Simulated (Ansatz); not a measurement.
**CH₄GaNO: small, medium and large basis sets**

The task here is to estimate one member of a computed series from the others.

The runs use Ansatz 0.2.0, Gaussian basis; one geometry, several basis sets.

Plan: PBE0-D4/def2-SVP; ωB97M-V/def2-SVP; PBE0-D4/def2-QZVPP; ωB97M-V/def2-QZVPP; the functionals' def2-TZVPP values are taken from earlier runs.

**The relaxed structure**

All runs share one geometry, relaxed beforehand with PBE0-D4 in a triple-zeta def2 set.

SMILES `[NH2][GaH][CH]=O`, 8 atoms, charge 0, spin multiplicity 1.

Atoms are counted from 1 here; the program's logs count them from 0.

Bond lengths: N1–Ga2 1.806 Å, N1–H5 1.007 Å, N1–H6 1.005 Å, Ga2–C3 2.032 Å, Ga2–H7 1.561 Å, C3–O4 1.206 Å, C3–H8 1.118 Å. Angles: Ga2–N1–H5 121.4°, Ga2–N1–H6 125.9°, H5–N1–H6 112.6°, N1–Ga2–C3 110.0°, N1–Ga2–H7 121.0°, C3–Ga2–H7 129.0°, Ga2–C3–O4 119.0°, Ga2–C3–H8 122.4°, O4–C3–H8 118.6°.

The first run:

File in.yaml:

```yaml
crystal:
  periodic: [false, false, false]
  atoms:
    - {symbol: N, position_ang: [-0.708614, 1.276865, -0.528935]}
    - {symbol: Ga, position_ang: [0.737648, 0.344025, 0.017034]}
    - {symbol: C, position_ang: [0.192272, -1.545702, 0.525625]}
    - {symbol: O, position_ang: [-0.966459, -1.865789, 0.431540]}
    - {symbol: H, position_ang: [-1.624698, 0.859928, -0.550757]}
    - {symbol: H, position_ang: [-0.712430, 2.234544, -0.833047]}
    - {symbol: H, position_ang: [2.154202, 0.999933, 0.047811]}
    - {symbol: H, position_ang: [0.928078, -2.303804, 0.890730]}
basis:
  gaussian: {orbitals: def2-SVP}
hamiltonian: {xc: pbe0, dispersion: d4}
output: {orbitals: {seedname: orbitals}}
```

Started as:

```console
ansatz run in.yaml --threads 2 --pin off --events-out ev --progress --plain --max-ram 4352MiB
```

Among the steps run: PBE0-D4 in def2-SVP; ωB97M-V in def2-SVP; PBE0-D4 in def2-QZVPP; ωB97M-V in def2-QZVPP.

One table of the session follows, with a row left open; its other results are not shown here.

It belongs to the step «Functionals by basis». 

| functional | basis | HOMO (eV) | LUMO (eV) |
| --- | --- | --- | --- |
| PBE0-D4 | def2-SVP | -6.38 | -1.73 |
| PBE0-D4 | def2-TZVPP | ? | ? |
| PBE0-D4 | def2-QZVPP | -6.60 | -2.02 |
| ωB97M-V | def2-SVP | -8.62 | 0.36 |
| ωB97M-V | def2-TZVPP | -8.81 | 0.06 |
| ωB97M-V | def2-QZVPP | -8.86 | -0.09 |

Q: Estimate the row for PBE0-D4, def2-TZVPP from the others.

**Answer.** HOMO (eV): -6.55; LUMO (eV): -1.96. In the column «HOMO (eV)» it lies between PBE0-D4, def2-QZVPP (-6.60) and PBE0-D4, def2-SVP (-6.38).
